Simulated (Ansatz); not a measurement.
A run of Ansatz 0.2.0:

input.yaml

```yaml
crystal:
  lattice:
    - [0.0, 2.74797926, 2.74797926]
    - [2.74797926, 0.0, 2.74797926]
    - [2.74797926, 2.74797926, 0.0]
  atoms:
    - { symbol: W, position: [0.0, 0.0, 0.0] }
    - { symbol: Au, position: [0.75, 0.75, 0.75] }
hamiltonian:
  xc: pbe
  pseudopotentials: { kind: paw_fr }
magnetization:
  noncollinear: true
  spin_orbit: true
kpoints:
  mp_grid: { grid: [6, 6, 6] }
  band_path:
    path:
      - [[0.0, 0.0, 0.0], [0.5, 0.0, 0.5], [0.5, 0.25, 0.75], [0.375, 0.375, 0.75], [0.0, 0.0, 0.0], [0.5, 0.5, 0.5], [0.625, 0.25, 0.625], [0.5, 0.25, 0.75], [0.5, 0.5, 0.5], [0.375, 0.375, 0.75]]
      - [[0.625, 0.25, 0.625], [0.5, 0.0, 0.5]]
    npoints: 14
scf:
  occupations: { method: fermi_dirac, width: 0.05 }
  n_extra_bands: 6
output:
  forces: true
  stress: true
  eigenvalues: true
  fatbands: false
  write_density: true
  write_potential: true
  elf: true
  volumetric_format: npy
```

Potentials or basis: Ansatz PAW.

The run is started by

```bash
$ ansatz run input.yaml --threads 2 --pin off --max-ram 5632MiB --backend cpu --events-out ev --progress --plain --runs-dir out
```

Hardware: 2 threads of Arm Neoverse V2 (shared host).

Problem. Estimate the wall time of this run.

Solution. Wall time 15 s on 2 threads of Arm Neoverse V2, with other jobs on the host, peak memory 0.52 GiB. Counts: scf iterations 9, plane waves 869, k points 16, bands 39.
